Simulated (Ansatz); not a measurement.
# LiF: a single-point run

Wanted: a converged single-point run for LiF, and a check of what comes out. The structure is shown as the input types it.

Method: density functional or hybrid calculation with the settings of its input, plane waves (as first typed), in Ansatz 0.2.0.

5 further runs of the same task are left out: 5 that didn't finish.

**1. Starting point**

Symmetry: Fm-3m, No. 225, cubic system. Conventional cell: a = 3.990 Å, b = 3.990 Å, c = 3.990 Å, α = 90.00°, β = 90.00°, γ = 90.00°. Li (site symmetry m-3m) is surrounded by 6 F at 1.99 Å. F (site symmetry m-3m) is surrounded by 6 Li at 1.99 Å.

Coordinates:

```cif
data_structure
_symmetry_space_group_name_H-M 'P 1'
_symmetry_Int_Tables_number 1
_cell_length_a 2.8212
_cell_length_b 2.8212
_cell_length_c 2.8212
_cell_angle_alpha 60.000
_cell_angle_beta 60.000
_cell_angle_gamma 60.000
_cell_volume 15.88
loop_
_atom_site_label
_atom_site_type_symbol
_atom_site_fract_x
_atom_site_fract_y
_atom_site_fract_z
_atom_site_occupancy
Li1 Li 0.00000 0.00000 0.00000 1
F1 F 0.50000 0.50000 0.50000 1
```

**2. Input and run**

Contents of input.yaml:

```yaml
crystal:
  lattice:
    - [0.0, 1.9948691814, 1.9948691814]
    - [1.9948691814, 0.0, 1.9948691814]
    - [1.9948691814, 1.9948691814, 0.0]
  atoms:
    - { symbol: Li, position: [0.0, 0.0, 0.0] }
    - { symbol: F, position: [0.5, 0.5, 0.5] }
kpoints:
  mp_grid: { grid: [2, 4, 6] }
hamiltonian:
  xc: pbe
scf:
  occupations: { method: fixed }
  n_extra_bands: 4
output:
  forces: true
  stress: true
  eigenvalues: true
```

Command:

```sh
> ansatz run input.yaml --threads 4 --pin off --max-ram 3686MiB --backend cpu --events-out ev --progress --plain --runs-dir out
```

**Question.** How will this run end, and is anything wrong with its input?

This run ends as converged, with warnings (symmetry narrowed by mesh). Its log warns: «crystal.symmetry: narrowed to the stabiliser of the k-point mesh — unitary ops 48 → 4; excluded 44 operations that carry a point of the 2×4×6 mesh (shift [0, 0 ...»

Look at the input: kpoints.mp_grid.grid is [2, 4, 6]. The mesh doesn't respect the lattice's symmetry: fewer operations survive, and spurious anisotropy appears.

Run again and compare: set kpoints.mp_grid.grid to [8, 8, 8].
